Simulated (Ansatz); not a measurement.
# SiPF₃ (triplet): geometry and frequencies at several levels

The task, for SiPF₃ (triplet): geometry and frequencies at several levels. Spin multiplicity 3.

Method: the levels named in each step, in Ansatz 0.2.0.

## 1. Starting point

Bond lengths: F1–P2 1.647 Å, P2–F3 1.645 Å, P2–F4 1.649 Å, P2–Si5 2.326 Å. Angles: F1–P2–F3 90.4°, F1–P2–F4 90.3°, F1–P2–Si5 125.0°, F3–P2–F4 90.4°, F3–P2–Si5 125.1°, F4–P2–Si5 125.0°.

Structure file:

```xyz
5

F    -1.1203    1.2777   -0.1475
P    -0.0986   -0.0061   -0.0030
F    -1.0661   -0.6608    1.1558
F    -0.9345   -0.8140   -1.1719
Si    2.2196    0.1407    0.1176
```

## 2. A rough first relaxation, PBE-D4/def2-SVP

Contents of input.yaml:

```yaml
crystal:
  periodic: [false, false, false]
  atoms:
    - { symbol: F, position_ang: [-1.12031, 1.27766, -0.14746] }
    - { symbol: P, position_ang: [-0.09859, -0.00609, -0.00297] }
    - { symbol: F, position_ang: [-1.06615, -0.66082, 1.15581] }
    - { symbol: F, position_ang: [-0.93447, -0.814, -1.17192] }
    - { symbol: Si, position_ang: [2.21964, 0.14075, 0.1176] }
magnetization:
  spin_polarized: true
  initial_magnetization: 2
basis:
  gaussian: { orbitals: def2-SVP }
hamiltonian:
  xc: pbe
  dispersion: d4
relax:
  f_tol: 0.03
  max_steps: 200
```

The run is started by

```bash
$ ansatz run input.yaml --threads 2 --pin off --max-ram 5120MiB --backend cpu --events-out ev --progress --plain --runs-dir out
```

Further steps of the session: Relaxation, HF/STO-3G; Frequencies, HF/STO-3G; Relaxation, HF/6-31G*; Frequencies, HF/6-31G*; Relaxation, LDA/def2-SVP; Frequencies, LDA/def2-SVP; Relaxation, PBE-D4/def2-SVP; Frequencies, PBE-D4/def2-SVP; Relaxation, PBE0-D4/def2-TZVPP; Relaxation, MP2/def2-TZVPP.

What does the calculation give? Wanted: F1–P2 at MP2/def2-TZVPP; P2–F3 at MP2/def2-TZVPP; P2–F4 at MP2/def2-TZVPP; frequencies at PBE-D4/def2-SVP.

The runs gave:

| quantity | value |
| --- | --- |
| F1–P2 at MP2/def2-TZVPP | 1.555 Å |
| P2–F3 at MP2/def2-TZVPP | 1.555 Å |
| P2–F4 at MP2/def2-TZVPP | 1.555 Å |
| frequencies at PBE-D4/def2-SVP | 144 to 861 cm⁻¹ |

The F–P distance spreads over 0.074 Å, from HF/6-31G* (shortest) to HF/STO-3G. No mode is imaginary, so the geometry is a minimum.
